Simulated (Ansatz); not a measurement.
# CH5B (BH2Me): HSE06/STO-3G

What is the electronic atomisation energy of CH5B (BH2Me) at HSE06/STO-3G? 

Program for the calculation: Ansatz 0.2.0.

53 further runs of the same task are left out: 53 set aside as unsound or not needed.

## (1) The structure to begin with

CH5B: 7 atoms, total charge 0, spin state singlet. As SMILES, `[H]B([H])C`. The coordinates come from a GFN2-xTB relaxation.

Bond lengths: B1–C4 1.565 Å, B1–H2 1.170 Å, B1–H3 1.170 Å, C4–H5 1.093 Å, C4–H6 1.087 Å, C4–H7 1.088 Å. Angles: B1–C4–H5 107.0°, B1–C4–H6 114.5°, B1–C4–H7 113.9°, H2–B1–C4 120.0°, H3–B1–C4 120.6°, H5–C4–H6 106.4°, H5–C4–H7 105.8°, H6–C4–H7 108.6°, H2–B1–H3 119.4°.

## (2) A single-point energy at HSE06/STO-3G

Input file job.yaml:

```yaml
crystal:
  periodic: [false, false, false]
  atoms:
    - {symbol: B, position_ang: [0.444840, 0.781100, 0.006260]}
    - {symbol: H, position_ang: [1.614940, 0.782320, 0.008990]}
    - {symbol: H, position_ang: [-0.129680, 1.798100, -0.061390]}
    - {symbol: C, position_ang: [-0.337160, -0.573970, 0.039720]}
    - {symbol: H, position_ang: [-0.405600, -0.929380, -0.991140]}
    - {symbol: H, position_ang: [-1.358290, -0.496260, 0.405500]}
    - {symbol: H, position_ang: [0.170950, -1.361910, 0.592050]}
basis:
  gaussian:
    orbitals: STO-3G
magnetization:
  spin_polarized: false
hamiltonian:
  xc: hse06
accuracy: high
```

Started as:

```console
$ ansatz run job.yaml --threads 1 --pin off --max-ram 2610MiB --events-out events.jsonl --progress --plain --runs-dir runs
```

What it wrote:

```text
Warning: RAYON_NUM_THREADS=1 ignored (pool sized by the plan → 1); use --threads N
Functional definition: HSE06
  name "HSE06"
  parameter a = 0.25
  parameter omega = 0.11/bohr
  exchange = pbe_x - a*pbe_x_sr(omega) + a*exact_x_sr(omega)
  correlation = pbe_c
253 factors; integrals over basis functions are off by at most 1.4e-8 eV
61 factors; integrals over basis functions are off by at most 4.3e-10 eV
mean field evaluation 1: about -1770.2218 eV, gradient 7.0e0 eV
mean field evaluation 2: about -1770.3330 eV, gradient 4.2e0 eV
mean field evaluation 4: about -1770.3858 eV, gradient 1.6e-1 eV
mean field evaluation 8: about -1770.3395 eV, gradient 2.2e-4 eV
mean field -1770.33954639 eV, -65.0587783507 hartree, gradient 2.4e-8 eV, S^2 0.000000; 0 other end points of the search recorded, 0 dependent functions left out
reference -1770.33954836 eV, -65.0587784229 hartree; 8, 8 occupied and 7, 7 virtual orbitals, 253 factors
Total energy: -1770.33954836 eV, -65.0587784229 hartree
```

It took 0.96 s on 1 thread of Arm Neoverse V2, shared host; peak memory 0.092 GiB.

## (3) The B atom at the same level

Input file run.yaml:

```yaml
basis:
  gaussian: {orbitals: STO-3G}
crystal:
  periodic: [false, false, false]
  atoms:
    - {symbol: B, position_ang: [0.000000, 0.000000, 0.000000]}
magnetization: {spin_polarized: true, initial_magnetization: 1}
hamiltonian: {xc: {name: HSE06}}
accuracy: high
```

Run the same way, it converges to -24.23396 Eh (log not shown).

## (4) The C atom, same level

Input file input.yaml:

```yaml
basis:
  gaussian:
    orbitals: STO-3G
crystal:
  periodic: [false, false, false]
  atoms:
    - symbol: C
      position_ang: [0.000000, 0.000000, 0.000000]
magnetization:
  spin_polarized: true
  initial_magnetization: 2
hamiltonian:
  xc: {name: HSE06}
accuracy: high
```

Run the same way, it converges to -37.30100 Eh (log not shown).

## (5) The H atom at the same level

Input file molecule.yaml:

```yaml
basis:
  gaussian: {orbitals: STO-3G}
crystal:
  periodic: [false, false, false]
  atoms:
    - {symbol: H, position_ang: [0.000000, 0.000000, 0.000000]}
magnetization: {spin_polarized: true, initial_magnetization: 1}
hamiltonian: {xc: hse06}
accuracy: high
```

Run the same way, it converges to -0.46620 Eh (log not shown).

## (6) What came out

Level: HSE06/STO-3G.

```
                     quantity         value
       molecule: total energy  -65.05878 Eh
         B atom: total energy  -24.23396 Eh
                 B atom: ⟨S²⟩         0.750
         C atom: total energy  -37.30100 Eh
                 C atom: ⟨S²⟩         2.000
         H atom: total energy   -0.46620 Eh
                 H atom: ⟨S²⟩         0.750
electronic atomisation energy     32.458 eV
```

In words: Taking the molecule apart into free atoms costs 32.46 eV (3132 kJ/mol), before zero-point energy and without spin-orbit coupling. In a minimal basis such a difference can be off by several eV, whatever the method.
